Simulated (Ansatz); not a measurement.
# InH₂− (singlet): from Hartree-Fock to the top rungs at distance In1–H3 = 3.543 Å, def2-TZVPD

The task here is to estimate one member of a computed series from the others.

Program: Ansatz 0.2.0, Gaussian basis. Level of theory: def2-TZVPD, core rule «outside noble gas», up to 9 orbitals frozen. These are calculated values, not measurements.

To be run: UHF; CCSD(T) on RHF; CCSD(T) on UHF; BCCD(T) on RHF; CCSDT(Q) on RHF; CCSDT(Q) on UHF; CCSDTQ on RHF; CASSCF and MRCISD+Q, 2 electrons in 2 orbitals; CASSCF and NEVPT2, 2 electrons in 2 orbitals; CASSCF and MRCISD+Q, 6 electrons in 6 orbitals; CASSCF and NEVPT4(SD), 6 electrons in 6 orbitals; CASSCF and NEVPT2, 6 electrons in 6 orbitals.

## The system

The geometry derives from a PBE0/def2-TZVPD stationary point (not a proven minimum). One bond is set to the value named and the two fragments are kept rigid. No spin-orbit coupling is included. Elements past krypton take def2 core potentials.

3 atoms, charge -1, spin multiplicity 1.

Atoms are counted from 1 here; the program's logs count them from 0.

Bond lengths: In1–H2 1.886 Å.

The first run:

Input file in.yaml:

```yaml
crystal:
  periodic: [false, false, false]
  atoms:
    - {symbol: In, position_ang: [0.000000, -0.032330, -0.010343]}
    - {symbol: H, position_ang: [0.000000, 1.269590, -1.375139]}
    - {symbol: H, position_ang: [0.000000, 2.413195, 2.553299]}
basis:
  gaussian: {orbitals: def2-TZVPD}
total_charge: -1
magnetization: {spin_polarized: true, initial_magnetization: 0}
hamiltonian: {xc: hf}
output: {orbitals: {seedname: orbitals}}
```

Launch:

```bash
> ansatz run in.yaml --threads 1 --pin off --events-out ev --progress --plain --max-ram 2816MiB --backend cpu
```

Steps of the session up to this table: UHF; CCSD(T) on RHF; CCSD(T) on UHF; BCCD(T) on RHF; CCSDT(Q) on RHF; CCSDT(Q) on UHF; CCSDTQ on RHF; CASSCF and MRCISD+Q, 2 electrons in 2 orbitals; CASSCF and NEVPT2, 2 electrons in 2 orbitals; CASSCF and MRCISD+Q, 6 electrons in 6 orbitals; CASSCF and NEVPT4(SD), 6 electrons in 6 orbitals; CASSCF and NEVPT2, 6 electrons in 6 orbitals.

One of the session's tables, all rows but one given; the rest of the session is left out.

```
            method  from RCCSDTQ (meV)
               RHF             +3066.4
               UHF             +3017.8
              RMP2              +881.6
             RCCSD              +103.5
          RCCSD(T)               +28.0
           BCCD(T)               +28.5
            RCCSDT                +4.6
         RCCSDT(Q)                +0.4
           RCCSDTQ                   0
       CASSCF pair             +2397.8
       NEVPT2 pair              +693.3
       MRCISD pair              +162.0
     MRCISD+Q pair                   ?
    CASSCF valence             +1599.0
    NEVPT2 valence              +596.3
NEVPT4(SD) valence              +135.8
    MRCISD valence               +88.6
  MRCISD+Q valence                +6.6
```

Estimate the missing values for MRCISD+Q pair.

As computed: from RCCSDTQ (meV): -30.0. In the column «from RCCSDTQ (meV)» it is the lowest.
